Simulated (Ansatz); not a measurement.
# LuH2: the cost of one run

Method: DFT PBEsol, scalar-relativistic, plane waves, PAW, in Ansatz 0.2.0.

1 further run of the same task is left out (set aside as unsound or not needed).

## 1. Starting point

It takes space group Fm-3m (No. 225, cubic). The conventional cell has a = 4.959 Å, b = 4.959 Å, c = 4.959 Å, α = 90.00°, β = 90.00°, γ = 90.00°. Around Lu (site symmetry m-3m) lie 8 H at 2.15 Å. H (site symmetry -43m) has 4 Lu at 2.15 Å as nearest neighbours.

Structure file:

```
Lu H
1.0
     0.00000    2.47931    2.47931
     2.47931    0.00000    2.47931
     2.47931    2.47931    0.00000
Lu H
1 2
Direct
  0.00000 0.00000 0.00000
  0.25000 0.25000 0.25000
  0.75000 0.75000 0.75000
```

It is the result of an earlier relaxation at this level (volume 10.16 Å³/atom; gap on the mesh: none (metal)).

## 2. Tight relaxation for the response runs, with the smearing for a metal

Response functions are second derivatives at a minimum, so forces and stress are first brought close to zero on the mesh and occupations that the response runs use.

input.yaml

```yaml
crystal:
  lattice:
    - [0.0, 2.4793084049, 2.4793084049]
    - [2.4793084049, 0.0, 2.4793084049]
    - [2.4793084049, 2.4793084049, 0.0]
  atoms:
    - { symbol: Lu, position: [0.0, 0.0, 0.0] }
    - { symbol: H, position: [0.25, 0.25, 0.25] }
    - { symbol: H, position: [0.75, 0.75, 0.75] }
basis:
  ecutwfc: 420
kpoints:
  mp_grid: { grid: [14, 14, 14] }
hamiltonian:
  xc: pbesol
scf:
  occupations: { method: fermi_dirac, width: 0.15 }
output:
  forces: true
  stress: true
  eigenvalues: true
relax:
  adjacent_minimum: "off"
  f_tol: 0.001
  max_steps: 60
  cell: { stress_tol: 0.01 }
```

Command:

```sh
> ansatz run input.yaml --threads 1 --pin off --max-ram 2560MiB --backend cpu --events-out ev --progress --plain --runs-dir out
```

Q: Estimate wall time and peak memory on 1 thread of Arm Neoverse V1, shared host.

About 15 s, with a peak of 0.35 GiB.
